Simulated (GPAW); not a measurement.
The system is Mn2Ge.

```xyz
6
Lattice="4.1868 0.0000 0.0000 -2.0934 3.6259 0.0000 0.0000 0.0000 5.1061" Properties=species:S:1:pos:R:3 pbc="T T T"
Ge    0.0000    2.4173    1.2765
Ge    2.0934    1.2086    3.8296
Mn    0.0000    2.4173    3.8296
Mn    2.0934    1.2086    1.2765
Mn    0.0000    0.0000    0.0000
Mn    0.0000    0.0000    2.5530
```

The cell comes from a database or a generator and needn't be the stable form of this composition.

Base run:

```yaml
Program: GPAW 26.7.0
Functional: PBEsol
Potentials_or_basis: PAW data sets generated in the run's folder for this functional
Cutoff: 600 eV
Basis: pw
k_mesh: 7 × 7 × 5
Occupations: fermi-dirac, width 0.05 eV
Spin: collinear spin, ferromagnetic start
Starting_moments: "[0.0, 0.0, 4.0, 4.0, 4.0, 4.0] μB"
```

Its results: pressure -8.1 GPa; net moment 8.88 μB per cell; site moments Ge -0.06; Mn +2.36, +1.99 μB.

**Question.** The run is repeated on the same cell with these changes: k mesh from 7 × 7 × 5 to 5 × 5 × 4. What comes out?

**Answer.** Pressure -8.7 GPa; net moment 8.69 μB per cell; site moments Ge -0.06; Mn +2.30, +1.96 μB.

Not every run made on this cell is shown here.
